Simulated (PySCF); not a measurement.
**One shape, several levels: CH5FGeO (SMILES [CH3][GeH]([OH])[F])**

Aim: a comparison of 4 runs (HF/3-21G, HF/cc-pVDZ, M06-2X/STO-3G, PBE0/def2-SVP) of CH5FGeO. The job is set up through a Python script.

Program for the calculation: PySCF 2.14.0.

**1. Starting point**

CH5FGeO: 9 atoms, total charge 0, spin state singlet. As SMILES, `[CH3][GeH]([OH])[F]`. The coordinates come from a PBE0-D4/def2-TZVP relaxation. This is one conformer, not always the lowest.

Bond lengths: C1–Ge2 1.923 Å, Ge2–O3 1.766 Å, Ge2–F4 1.745 Å, C1–H5 1.090 Å, C1–H6 1.091 Å, C1–H7 1.090 Å, Ge2–H8 1.538 Å, O3–H9 0.960 Å. Some angles: C1–Ge2–O3 107.0°, C1–Ge2–F4 108.4°, O3–Ge2–F4 106.8°, C1–Ge2–H8 118.4°, O3–Ge2–H8 111.2°, F4–Ge2–H8 104.4°, Ge2–C1–H5 108.9°, Ge2–C1–H6 110.1°, Ge2–C1–H7 110.2°, Ge2–O3–H9 113.6°.

**2. Energy and gradient at HF/3-21G (run 1)**

Input file input.py:

```python
# [CH3][GeH]([OH])[F]
import pyscf.grad
from pyscf import gto, scf

mol = gto.M(
    atom='''
C       -0.669000       0.976900      -0.584200
Ge       0.088300      -0.643700       0.121500
O        1.270000      -0.170700       1.345500
F        0.974400      -1.438600      -1.153800
H        0.138900       1.624900      -0.924600
H       -1.237900       1.493500       0.189700
H       -1.327100       0.751300      -1.423500
H       -0.865500      -1.725100       0.656800
H        1.716500      -0.914700       1.755500
''',
    verbose=3,
    basis='3-21g',
    max_memory=1860,
    charge=0,
)

mf = scf.RHF(mol)
mf.conv_tol = 1e-10
mf.kernel()
if not mf.converged:
    mf = mf.newton().run(mf.mo_coeff, mf.mo_occ)

etot = mf.e_tot
print('E(%s) = %.9f' % ('HF', etot))
grad = mf.Gradients().kernel()
mf.analyze()
```

Run with:

```sh
$ OMP_NUM_THREADS=1 python input.py
```

What it wrote:

```text
converged SCF energy = -2279.35585127931
E(HF) = -2279.355851279
--------------- RHF gradients ---------------
         x                y                z
0 C     0.0038011884     0.0012373359    -0.0000448096
1 Ge    -0.0275432084     0.0048759677     0.0114784715
2 O     0.0200863901     0.0143394168     0.0203936616
3 F     0.0134458641    -0.0128976019    -0.0229342912
4 H     0.0054322076     0.0015555563    -0.0011449884
5 H    -0.0023152956     0.0003865991     0.0053381619
6 H    -0.0023351633    -0.0046644989    -0.0032676053
7 H    -0.0002176532    -0.0035837550    -0.0000679703
8 H    -0.0103543297    -0.0012490201    -0.0097506303
----------------------------------------------
**** MO energy ****
MO #1   energy= -402.779407748916  occ= 2
MO #2   energy= -51.9993363529275  occ= 2
MO #3   energy= -46.0119589515606  occ= 2
MO #4   energy= -46.0117360198805  occ= 2
MO #5   energy= -46.0116564361543  occ= 2
MO #6   energy= -26.0962097289158  occ= 2
MO #7   energy= -20.4430690280599  occ= 2
MO #8   energy= -11.1725781926206  occ= 2
MO #9   energy= -7.21049075624876  occ= 2
MO #10  energy= -5.16442717526903  occ= 2
MO #11  energy= -5.16403764600201  occ= 2
MO #12  energy= -5.16346686266969  occ= 2
MO #13  energy= -1.6308080594339   occ= 2
MO #14  energy= -1.61806346303906  occ= 2
MO #15  energy= -1.61273632967679  occ= 2
MO #16  energy= -1.61145664597869  occ= 2
MO #17  energy= -1.61078909891397  occ= 2
MO #18  energy= -1.49204354958328  occ= 2
MO #19  energy= -1.31209582818469  occ= 2
MO #20  energy= -0.965997644927712 occ= 2
MO #21  energy= -0.731958267113188 occ= 2
MO #22  energy= -0.648259917705333 occ= 2
MO #23  energy= -0.607243688244576 occ= 2
MO #24  energy= -0.593397101993657 occ= 2
MO #25  energy= -0.572701946986524 occ= 2
MO #26  energy= -0.567812138779718 occ= 2
MO #27  energy= -0.549763791792918 occ= 2
MO #28  energy= -0.497484384175395 occ= 2
MO #29  energy= -0.485594461042441 occ= 2
MO #30  energy= -0.452020059950292 occ= 2
MO #31  energy= 0.187961877226961  occ= 0
MO #32  energy= 0.197931142066306  occ= 0
MO #33  energy= 0.214456245340309  occ= 0
MO #34  energy= 0.283804524828029  occ= 0
MO #35  energy= 0.309749718574668  occ= 0
MO #36  energy= 0.315639246236497  occ= 0
MO #37  energy= 0.330673141548126  occ= 0
MO #38  energy= 0.349232790883511  occ= 0
MO #39  energy= 0.439789981647239  occ= 0
MO #40  energy= 0.515361145997869  occ= 0
MO #41  energy= 0.543822468430748  occ= 0
MO #42  energy= 0.56680969286238   occ= 0
MO #43  energy= 0.981119212851962  occ= 0
MO #44  energy= 1.00908925458354   occ= 0
MO #45  energy= 1.05755243612247   occ= 0
MO #46  energy= 1.29102479086292   occ= 0
MO #47  energy= 1.3004469367349    occ= 0
MO #48  energy= 1.32751863850962   occ= 0
MO #49  energy= 1.36492457139613   occ= 0
MO #50  energy= 1.38616280824553   occ= 0
MO #51  energy= 1.85065735141885   occ= 0
MO #52  energy= 1.90943327058612   occ= 0
MO #53  energy= 1.94776655980512   occ= 0
MO #54  energy= 2.06973461304792   occ= 0
MO #55  energy= 2.32938314330057   occ= 0
MO #56  energy= 2.38603192527073   occ= 0
MO #57  energy= 2.46575044907892   occ= 0
MO #58  energy= 3.11232369124157   occ= 0
MO #59  energy= 3.79490785709548   occ= 0
 ** Mulliken atomic charges  **
charge of    0C =     -0.55423
charge of    1Ge =      1.25172
charge of    2O =     -0.69065
charge of    3F =     -0.50672
charge of    4H =      0.12475
charge of    5H =      0.11733
charge of    6H =      0.11413
charge of    7H =     -0.14940
charge of    8H =      0.29306
Dipole moment(X, Y, Z, Debye): -1.76551, -0.20908,  1.16189
```

Run time: 2.8 s. Hardware: 1 thread of Intel Xeon at 2.70GHz, shared host; peak memory 0.13 GiB.

**3. Energy and forces at HF/cc-pVDZ (run 2)**

Input file job.py:

```python
from pyscf import gto, scf

molecule = gto.M(
    atom='''
C     -0.669000     0.976900    -0.584200
Ge     0.088300    -0.643700     0.121500
O      1.270000    -0.170700     1.345500
F      0.974400    -1.438600    -1.153800
H      0.138900     1.624900    -0.924600
H     -1.237900     1.493500     0.189700
H     -1.327100     0.751300    -1.423500
H     -0.865500    -1.725100     0.656800
H      1.716500    -0.914700     1.755500
''',
    spin=0,
    verbose=4,
    basis='cc-pvdz',
    max_memory=1860,
    charge=0,
)

mf = scf.RHF(molecule)
mf.conv_tol = 1e-10
mf.kernel()
if not mf.converged:
    mf = mf.newton().run(mf.mo_coeff, mf.mo_occ)

e_final = mf.e_tot
print('E(%s) = %.9f' % ('HF', e_final))
grad = mf.nuc_grad_method().kernel()
dip = mf.dip_moment()
pop, q = mf.mulliken_pop()
```

Run with:

```sh
$ OMP_NUM_THREADS=1 python job.py
```

What it wrote:

```text
PySCF version 2.14.0

[... 65 lines left out ...]
converged SCF energy = -2290.49447950838
[... 12 lines left out ...]
Dipole moment(X, Y, Z, Debye): -1.81456,  0.22063,  1.15687
[... 65 lines left out ...]
pop of  3 F 3dxy          0.00043
pop of  3 F 3dyz          0.00072
pop of  3 F 3dz^2         0.00061
pop of  3 F 3dxz          0.00083
pop of  3 F 3dx2-y2       0.00029
pop of  4 H 1s            0.73596
pop of  4 H 2s            0.15025
pop of  4 H 2px           0.01458
pop of  4 H 2py           0.01241
pop of  4 H 2pz           0.00716
pop of  5 H 1s            0.73962
pop of  5 H 2s            0.15945
pop of  5 H 2px           0.01004
pop of  5 H 2py           0.01027
pop of  5 H 2pz           0.01372
pop of  6 H 1s            0.74006
pop of  6 H 2s            0.15913
pop of  6 H 2px           0.01152
pop of  6 H 2py           0.00708
pop of  6 H 2pz           0.01531
pop of  7 H 1s            0.71694
pop of  7 H 2s            0.42288
pop of  7 H 2px           0.00488
pop of  7 H 2py           0.00657
pop of  7 H 2pz           0.00182
pop of  8 H 1s            0.66920
pop of  8 H 2s            0.05826
pop of  8 H 2px           0.02439
pop of  8 H 2py           0.03498
pop of  8 H 2pz           0.02345
 ** Mulliken atomic charges  **
charge of    0C =     -0.32470
charge of    1Ge =      1.15382
charge of    2O =     -0.55850
charge of    3F =     -0.52068
charge of    4H =      0.07965
charge of    5H =      0.06690
charge of    6H =      0.06690
charge of    7H =     -0.15310
charge of    8H =      0.18972
```

Wall time 15 s (1 thread of Intel Xeon at 2.70GHz, shared host); peak memory 0.19 GiB.

Run 3 isn't shown in full; the table further down has it.

**4. Energy and gradient at PBE0/def2-SVP (run 4)**

Input file input.py:

```python
from pyscf import gto, dft

mol = gto.M(
    atom='''
C   -0.669000   0.976900  -0.584200
Ge   0.088300  -0.643700   0.121500
O    1.270000  -0.170700   1.345500
F    0.974400  -1.438600  -1.153800
H    0.138900   1.624900  -0.924600
H   -1.237900   1.493500   0.189700
H   -1.327100   0.751300  -1.423500
H   -0.865500  -1.725100   0.656800
H    1.716500  -0.914700   1.755500
''',
    max_memory=1860,
    spin=0,
    verbose=3,
    basis='def2-svp',
)

ks = dft.RKS(mol, xc='pbe0')
ks.grids.level = 5
ks.conv_tol = 1e-10
ks.kernel()
if not ks.converged:
    ks = ks.newton().run(ks.mo_coeff, ks.mo_occ)

e_tot = ks.e_tot
print('Final energy', e_tot)
grad = ks.nuc_grad_method().kernel()
dip = ks.dip_moment()
pop, q = ks.mulliken_pop()
```

Run with:

```sh
$ OMP_NUM_THREADS=1 python input.py
```

What it wrote:

```text
converged SCF energy = -2292.33664186743
Final energy -2292.3366418674264
[... 8 lines left out ...]
Dipole moment(X, Y, Z, Debye): -1.48611,  0.22902,  1.03623
[... 70 lines left out ...]
pop of  3 F 3dxy          0.00057
pop of  3 F 3dyz          0.00096
pop of  3 F 3dz^2         0.00083
pop of  3 F 3dxz          0.00110
pop of  3 F 3dx2-y2       0.00040
pop of  4 H 1s            0.72373
pop of  4 H 2s            0.15471
pop of  4 H 2px           0.01093
pop of  4 H 2py           0.00934
pop of  4 H 2pz           0.00616
pop of  5 H 1s            0.72656
pop of  5 H 2s            0.16235
pop of  5 H 2px           0.00793
pop of  5 H 2py           0.00810
pop of  5 H 2pz           0.01038
pop of  6 H 1s            0.72718
pop of  6 H 2s            0.16234
pop of  6 H 2px           0.00881
pop of  6 H 2py           0.00642
pop of  6 H 2pz           0.01110
pop of  7 H 1s            0.71658
pop of  7 H 2s            0.38363
pop of  7 H 2px           0.00373
pop of  7 H 2py           0.00509
pop of  7 H 2pz           0.00149
pop of  8 H 1s            0.67898
pop of  8 H 2s            0.05557
pop of  8 H 2px           0.02186
pop of  8 H 2py           0.02844
pop of  8 H 2pz           0.02134
 ** Mulliken atomic charges  **
charge of    0C =     -0.31079
charge of    1Ge =      0.82361
charge of    2O =     -0.44949
charge of    3F =     -0.41056
charge of    4H =      0.09513
charge of    5H =      0.08468
charge of    6H =      0.08414
charge of    7H =     -0.11052
charge of    8H =      0.19381
```

Wall time 43 s (1 thread of Intel Xeon at 2.70GHz, shared host); peak memory 0.98 GiB.

**5. All runs side by side**

| run | level | integration grid | energy (Eh) | dipole moment (D) | HOMO energy (eV) | LUMO energy (eV) | wall time |
| --- | --- | --- | --- | --- | --- | --- | --- |
| 1 | HF/3-21G | – | -2279.355851 | 2.12 | -12.30 | 5.11 | 2.8 s |
| 2 | HF/cc-pVDZ | – | -2290.494480 | 2.16 | -12.40 | 4.57 | 15 s |
| 3 | M06-2X/STO-3G | 5 | -2266.251418 | 1.03 | -6.07 | 7.58 | 22 s |
| 4 | PBE0/def2-SVP | 5 | -2292.336642 | 1.83 | -8.76 | 1.15 | 43 s |

**6. Outcome**

| quantity | value |
| --- | --- |
| run 4: total energy | -2292.33664 Eh |
| run 4: dipole moment | 1.83 D |
| run 4: HOMO energy | -8.76 eV |
| run 4: LUMO energy | 1.15 eV |
| run 4: HOMO–LUMO gap | 9.91 eV |
| run 4: largest force on an atom | 0.321 eV/Å |

In words: The dipole moment (its size) runs from 1.03 D (M06-2X/STO-3G) to 2.16 D (HF/cc-pVDZ). The two ends differ in method and basis. The HOMO–LUMO gap runs from 9.91 eV (PBE0/def2-SVP) to 17.41 eV (HF/3-21G). Totals of different functionals can't be ranked against each other. In run 3 the basis is minimal, so the values are rough. All runs together took 83 s, the longest 43 s.
